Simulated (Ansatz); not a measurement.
# YSe: the cost of one run

Computed with Ansatz 0.2.0 (DFT LDA, scalar-relativistic, unless a step's input says otherwise).

### Step 1. The starting structure

It takes space group Fm-3m (No. 225, cubic). Conventional cell: a = 5.750 Å, b = 5.750 Å, c = 5.750 Å, α = 90.00°, β = 90.00°, γ = 90.00°. Around Y (site symmetry m-3m) lie 6 Se at 2.88 Å. Se (site symmetry m-3m) has 6 Y at 2.88 Å as nearest neighbours.

Structure file:

```cif
data_structure
_symmetry_space_group_name_H-M 'P 1'
_symmetry_Int_Tables_number 1
_cell_length_a 4.0659
_cell_length_b 4.0659
_cell_length_c 4.0659
_cell_angle_alpha 60.000
_cell_angle_beta 60.000
_cell_angle_gamma 60.000
_cell_volume 47.53
loop_
_atom_site_label
_atom_site_type_symbol
_atom_site_fract_x
_atom_site_fract_y
_atom_site_fract_z
_atom_site_occupancy
Y1 Y 0.00000 0.00000 0.00000 1
Se1 Se 0.50000 0.50000 0.50000 1
```

Structure: COD 1527462, as refined from experiment and not relaxed.

Atoms are numbered in the order of the input: Y1, Se2.

### Step 2. Volume × 0.94, LAPW

Contents of input.yaml:

```yaml
crystal:
  lattice:
    - [0.0, 2.8163100626, 2.8163100626]
    - [2.8163100626, 0.0, 2.8163100626]
    - [2.8163100626, 2.8163100626, 0.0]
  atoms:
    - { symbol: "Y", position: [0.0, 0.0, 0.0] }
    - { symbol: Se, position: [0.5, 0.5, 0.5] }
kpoints:
  mp_grid: { grid: [7, 7, 7] }
  band_path:
    path:
      - [0.0, 0.0, 0.0]
      - [0.5, 0.0, 0.5]
      - [0.625, 0.25, 0.625]
      - [0.375, 0.375, 0.75]
      - [0.0, 0.0, 0.0]
      - [0.5, 0.5, 0.5]
      - [0.5, 0.25, 0.75]
      - [0.5, 0.0, 0.5]
    npoints: 5
scf:
  occupations: { method: fermi_dirac, width: 0.03 }
hamiltonian:
  xc: lda
  pseudopotentials: { kind: all_electron, lapw: { basis_error: 0.00025 } }
output:
  forces: true
  stress: true
  eigenvalues: true
```

On the command line:

```console
$ ansatz run input.yaml --threads 1 --pin off --max-ram 3072MiB --backend cpu --events-out ev --progress --plain --runs-dir out
```

What time and memory should one allow on 1 thread of Arm Neoverse V2, shared host?

About 12 s, with a peak of 0.29 GiB.
